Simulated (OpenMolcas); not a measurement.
# Ta²⁺ among point charges: CASSCF levels and susceptibility

Aim: the splitting of the states of Ta²⁺ in the field of 6 point charges, its lowest levels with spin-orbit coupling and its magnetic susceptibility.

Method: state-averaged CASSCF, spin-orbit coupling by RASSI with atomic mean-field integrals. Code: OpenMolcas 26.06.

1 further run of the same task is left out (it didn't finish).

## Step 1: The atom as given

```
Species                           : Ta²⁺ (tantalum, Z = 73, 71 electrons)
Basis                             : ANO-RCC-VDZP [7s6p4d2f1g], 68 functions
Scalar Hamiltonian                : DKH2, point nucleus
Inactive shells                   : 1s 2s 2p 3s 3p 3d 4s 4p 4d 4f 5s 5p
Active space                      : 3 electrons in 5 orbitals (5d)
Some configurations of this space : 5d³
Orbitals                          : optimised for each spin and parity, averaged over all roots
```

Outer shells as boxes (Hund's rule):

5d3
```
5d [↑ ][↑ ][↑ ][  ][  ]
```

The ion sits among 6 point charges of -1.7 e arranged as a tetragonal octahedron (D4h), 2.16 Å from the ion, with the axial distance 2.506 Å. The active orbitals were held to one l.

The work runs as a chain of OpenMolcas steps in one folder; each step below is one input file. Labels, J, g values, rates, χT and fits are worked out afterwards by a script from the matrices that RASSI stores. The input lists half of the charges; inversion (Group=XYZ) makes the rest.

## Step 2: One- and two-electron integrals

a.inp reads:

```
&GATEWAY
Coord
1

Ta 0.0 0.0 0.0
Basis=ANO-RCC-VDZP
Group=XYZ
NoMove
AngMom=0.0 0.0 0.0
AMFI
XField
3 Angstrom 0
2.160000 0.000000 0.000000 -1.700000
0.000000 2.160000 0.000000 -1.700000
0.000000 0.000000 2.505600 -1.700000
&SEWARD
```

Launch:

```
$ OMP_NUM_THREADS=1 MOLCAS_MEM=1689 MOLCAS_PROJECT=a pymolcas a.inp > a.log
```

Log:

```text
Basis set label: TA.ANO-RCC...7S6P4D2F1G.

      Electronic valence basis set:
      ------------------
      Associated Effective Charge  73.000000 au
      Associated Actual Charge     73.000000 au
      Nuclear Model: Point charge

      Shell  nPrim  nBasis  Cartesian Spherical Contaminant
         s      24       7        X
         p      21       6        X
         d      15       4                 X
         f      11       2                 X
         g       4       1                 X
                  Relativistic Douglas-Kroll-Hess integrals:
                    - DKH order of Hamiltonian: 2
                    - DKH order of Properties : 0
                  Atomic mean-field integrals
```

## Step 3: Reference wave functions, quartets of even parity, 10 roots

a.inp reads:

```
&RASSCF
FileOrb=start.orb
Symmetry=1
Spin=4
nActEl=3 0 0
Inactive=15 19
Ras2=5 0
CIRoot=10 10 1
SDav=10
CIMx=300
Iter=120 100
PrWF=0.3
OrbListing=Nothing
MaxOrb=0
SupSym
1
20 4 5 6 7 8 10 11 12 13 14 16 17 18 19 20 23 24 25 26 27
0
>>> COPY $Project.JobIph JOB001
```

start.orb holds the contracted functions of the basis, ordered by shell, or the orbitals of the step before.

Log (excerpt; [...] marks lines left out):

```text
[...]
      Number of active orbitals                  5
[...]
      Spin quantum number                      1.5
[...]
      Active orbitals                            5   0
[...]
      Number of CSFs                            10
      Number of root(s) required                10
[...]
      Convergence after  9 iterations
[...]
      Natural orbitals and occupation numbers for root  1
      sym 1:   1.000000   1.000000  -0.000000   1.000000  -0.000000
      Natural orbitals and occupation numbers for root  2
      sym 1:   0.996424   0.996424   1.000000   0.003576   0.003576
      Natural orbitals and occupation numbers for root  3
      sym 1:   0.996424   0.003576   1.000000   0.996424   0.003576
::    RASSCF root number  1 Total energy: -15594.04043476
::    RASSCF root number  2 Total energy: -15593.97881174
::    RASSCF root number  3 Total energy: -15593.97881174
[...]
::    RASSCF root number  7 Total energy: -15593.91506533
::    RASSCF root number  8 Total energy: -15593.87934670
::    RASSCF root number  9 Total energy: -15593.87934670
::    RASSCF root number 10 Total energy: -15593.86397673
```

## Step 4: CASSCF: doublets of even parity, 40 roots

a.inp reads:

```
&RASSCF
FileOrb=start.orb
Symmetry=1
Spin=2
nActEl=3 0 0
Inactive=15 19
Ras2=5 0
CIRoot=40 40 1
SDav=40
CIMx=300
Iter=120 100
PrWF=0.3
OrbListing=Nothing
MaxOrb=0
SupSym
1
20 4 5 6 7 8 10 11 12 13 14 16 17 18 19 20 23 24 25 26 27
0
>>> COPY $Project.JobIph JOB002
```

Log (excerpt; [...] marks lines left out):

```text
[...]
      Number of active orbitals                  5
[...]
      Spin quantum number                      0.5
[...]
      Active orbitals                            5   0
[...]
      Number of CSFs                            40
      Number of root(s) required                40
[...]
      Convergence after  8 iterations
[...]
      Natural orbitals and occupation numbers for root  1
      sym 1:   0.177881   0.001020   1.812835   0.987102   0.021161
      Natural orbitals and occupation numbers for root  2
      sym 1:   0.177881   0.001020   0.987102   1.812835   0.021161
      Natural orbitals and occupation numbers for root  3
      sym 1:   0.952870   0.046366   0.999307   0.999307   0.002150
::    RASSCF root number  1 Total energy: -15593.99679457
::    RASSCF root number  2 Total energy: -15593.99679457
::    RASSCF root number  3 Total energy: -15593.98940332
[...]
::    RASSCF root number 27 Total energy: -15593.84421723
::    RASSCF root number 28 Total energy: -15593.84421723
::    RASSCF root number 29 Total energy: -15593.82781731
::    RASSCF root number 30 Total energy: -15593.82781731
```

## Step 5: State interaction with spin-orbit coupling

a.inp reads:

```
&RASSI
NrOfJobIphs=2 10 40
1 2 3 4 5 6 7 8 9 10
1 2 3 4 5 6 7 8 9 10 11 12 13 14 15 16 17 18 19 20 21 22 23 24 25 26 27
28 29 30 31 32 33 34 35 36 37 38 39 40
IphNames
JOB001
JOB002
EJob
SpinOrbit
DIPRint=1.0
SOCoupling=1000.0
Subsets=2
Property=9
'ANGMOM' 1 'ANGMOM' 2 'ANGMOM' 3 'MLTPL  1' 1 'MLTPL  1' 2 'MLTPL  1' 3
'AMFI' 1 'AMFI' 2 'AMFI' 3
SOProperty=3
'ANGMOM' 1 'ANGMOM' 2 'ANGMOM' 3
```

Launch:

```
$ OMP_NUM_THREADS=1 MOLCAS_MEM=1689 MOLCAS_PROJECT=a pymolcas a.inp > a.log
```

Log (excerpt; [...] marks lines left out):

```text
SPIN-FREE ENERGIES:
  (Shifted by EMIN (a.u.) =     -15594.0404347599)
 SF State       Relative EMIN(au)   Rel lowest level(eV)    D:o, cm**(-1)      L_eff
     1             0.0000000000        0.0000000000              0.0000         3.0
    11             0.0436401906        1.1875100817           9577.9147         3.8
    12             0.0436401906        1.1875100817           9577.9147         3.8
    13             0.0510314417        1.3886362695          11200.1068         3.9
    14             0.0528864328        1.4391131508          11607.2303         3.9
    15             0.0544824384        1.4825426737          11957.5131         4.0
     2             0.0616230159        1.6768476861          13524.6887         2.9
     3             0.0616230159        1.6768476861          13524.6887         2.9
     4             0.0660657317        1.7977401439          14499.7521         1.9
    16             0.0754532799        2.0531883428          16560.0808         3.8
[...]
Eigenvalues of complex Hamiltonian:
   -----------------------------------
  (Shifted by EMIN (a.u.) =     -15594.0404347599)
 SO State       Relative EMIN(au)   Rel lowest level(eV)    D:o, cm**(-1)     J-value
     1            -0.0042513566        0.0000000000              0.0000         2.5
     2            -0.0042513566        0.0000000000              0.0000         2.5
     3            -0.0039633919        0.0078359202             63.2010         2.4
     4            -0.0039633919        0.0078359202             63.2010         2.4
     5             0.0331263982        1.0171005243           8203.4690         3.3
     6             0.0331263982        1.0171005243           8203.4690         3.3
     7             0.0394670538        1.1896385536           9595.0820         2.9
     8             0.0394670538        1.1896385536           9595.0820         2.9
     9             0.0449382112        1.3385163282          10795.8623         3.0
    10             0.0449382112        1.3385163282          10795.8623         3.0
    11             0.0466235292        1.3843761698          11165.7468         3.1
[...]
```

These steps: 11 s of run time, 1 thread of Arm Neoverse V1, shared host.

Spin-free states, with their symmetry labels:

```csv
state,degeneracy,E (cm-1),free-ion L (%)
4B1,1,0,F (100)
2E,2,9578,H (35)
2A1,1,11200,G (62)
2B1,1,11607,G (60)
2A2,1,11958,H (39)
4E,2,13525,F (93)
4A2,1,14500,P (67)
2B2,1,16560,D (47)
4B2,1,18402,F (100)
2E,2,19559,D (37)
2A2,1,23504,H (69)
2B1,1,24274,D (44)
2E,2,24282,H (48)
2A1,1,24703,G (92)
2B2,1,26650,F (42)
2E,2,27322,P (36)
4E,2,27515,F (76)
2A1,1,30903,H (50)
2A2,1,31272,P (44)
2B2,1,32807,D (39)
4E,2,35355,P (70)
2E,2,37476,H (58)
4A2,1,38728,F (67)
2B1,1,38918,F (62)
```

With spin-orbit coupling:

```
E (cm-1)  Degeneracy  Label  2S+1               g
     0.0           2   E3/2     4  1.55 3.17 3.17
    63.2           2   E1/2     4  0.06 0.06 4.93
    8203           2   E3/2     2  0.70 0.70 3.64
    9595           2   E1/2     2  0.06 0.06 2.04
   10796           2   E3/2     2  0.34 0.34 1.90
   11166           2   E1/2     2  0.85 2.54 2.54
   11600           2   E1/2     2  1.09 2.94 2.94
   13227           2   E3/2     4  1.96 2.02 2.02
   13662           2   E3/2     4  0.05 0.83 0.83
   14002           2   E1/2     4  0.01 1.04 1.04
   15526           2   E1/2     4  1.30 1.30 1.57
   15853           2   E3/2     4  0.73 0.73 4.10
   17142           2   E1/2     4  2.91 3.51 3.51
   18141           2   E3/2     2  1.03 2.41 2.41
   18919           2   E1/2     4  0.31 0.31 4.09
   19142           2   E3/2     4  2.15 2.64 2.64
   19826           2   E1/2     2  0.54 0.54 2.24
   20820           2   E3/2     2  0.63 0.63 2.75
   23298           2   E1/2     2  0.74 1.02 1.02
   24531           2   E3/2     2  1.32 1.32 1.85
   25253           2   E1/2     2  1.84 1.84 1.90
   25708           2   E3/2     2  1.37 1.37 1.54
   25893           2   E1/2     2  0.66 0.66 0.89
   27310           2   E3/2     2  0.67 1.89 1.89
```

The table of states holds 24 of 37 computed; the rest, higher up, is left out. Principal g values are given for doublets only; a zero marks a field direction without first-order Zeeman splitting.

Powder χT (cm³ K/mol): 0.73 at 2 K, 0.76 at 5 K, 0.81 at 10 K, 0.91 at 20 K, 1.08 at 50 K, 1.17 at 100 K, 1.19 at 150 K, 1.21 at 200 K, 1.22 at 250 K, 1.23 at 300 K.

## Step 6: Summary of results

| quantity | value |
| --- | --- |
| method | CASSCF |
| spin-free ground state | 4B1, 1-fold in its orbital part |
| first state of the same spin within the active space | 4E at 13500 cm⁻¹ |
| lowest level | 2-fold E3/2, g = 1.55, 3.17, 3.17 |
| next level | 63.2 cm⁻¹ |
| χT at 300 K | 1.23 cm³ K/mol |
| effective moment at 300 K | 3.13 μB |

What this shows: The spin-free ground state (4B1) comes to 100 % from free-ion F terms and keeps the highest spin of the shell. χT at 300 K is 1.23, against 1.88 cm³ K/mol for the spin alone, so spin-orbit coupling lowers it. The field of point charges can differ much from that of real complexes. Point charges carry no covalency, so the field is a model and not that of real ligands.
